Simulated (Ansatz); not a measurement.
**SiHBr (triplet): wB97M-V, B2PLYP, RPA-PBE over a scan of the distance Br1–H2 along a hydrogen transfer, cc-pVDZ**

The task here is to estimate one member of a computed series from the others.

Method: cc-pVDZ, all electrons in the functionals, frozen cores in the correlation of double hybrids and RPA; program: Ansatz 0.2.0, Gaussian basis.

The runs, in order: wB97M-V, B2PLYP, RPA-PBE, at 1.421 Å; 1.529 Å; 1.744 Å; 1.960 Å; 2.176 Å.

### The system

The geometry derives from fragments relaxed apart (PBE0/def2-TZVP) and kept rigid, so it is no stationary point. A hydrogen atom is moved between rigid fragments. No spin-orbit coupling is included. The filled d shell of Br may be among the frozen orbitals whatever the setting's name suggests; the logs give the count.

3 atoms, charge 0, spin multiplicity 3.

Atoms are counted from 1 here; the program's logs count them from 0.

Bond lengths: Br1–H2 1.421 Å.

No dispersion term is added; wB97M-V holds VV10 nonlocal correlation.

The geometry shown and the zero of energy belong to the point 1.421 Å. The yardstick, RCCSDTQ, and other wave-function levels (R restricted, U unrestricted, valence and pair active spaces) come from earlier runs.

The first run:

in.yaml reads:

```yaml
crystal:
  periodic: [false, false, false]
  atoms:
    - {symbol: Br, position_ang: [0.000000, 0.000000, -1.678867]}
    - {symbol: H, position_ang: [0.000000, 0.000000, -0.258267]}
    - {symbol: Si, position_ang: [0.000000, 0.000000, 1.937133]}
basis:
  gaussian: {orbitals: cc-pVDZ}
magnetization: {spin_polarized: true, initial_magnetization: 2}
hamiltonian: {xc: {name: wB97M-V}}
output: {forces: true, orbitals: {seedname: orbitals}}
```

Command:

```bash
$ ansatz run in.yaml --threads 1 --pin off --events-out ev --progress --plain --max-ram 2816MiB --backend cpu
```

Steps of the session up to this table: wB97M-V, 1.421 Å; wB97M-V, 1.529 Å; wB97M-V, 1.744 Å; wB97M-V, 1.960 Å; wB97M-V, 2.176 Å; B2PLYP, 1.421 Å; B2PLYP, 1.529 Å; B2PLYP, 1.744 Å; B2PLYP, 1.960 Å; B2PLYP, 2.176 Å; RPA-PBE, 1.421 Å; RPA-PBE, 1.529 Å; RPA-PBE, 1.744 Å; RPA-PBE, 1.960 Å; RPA-PBE, 2.176 Å.

One of the session's tables, all rows but one given; the rest of the session is left out.

```
  level  1.529 Å  1.744 Å  1.960 Å  2.176 Å
RCCSDTQ        ?        ?        ?        ?
wB97M-V      0.4     22.5     34.4     59.4
 B2PLYP     -0.1     20.4     32.3     58.5
RPA-PBE      3.0     27.3     37.8     58.7
```

Estimate the missing values for RCCSDTQ.

**Answer.** 1.529 Å: 4.1; 1.744 Å: 32.9; 1.960 Å: 48.0; 2.176 Å: 71.6. In the column «1.529 Å» it is the highest.

Limits of these values: Energies in kJ/mol, counted from 1.421 Å; blanks weren't run or aren't comparable.
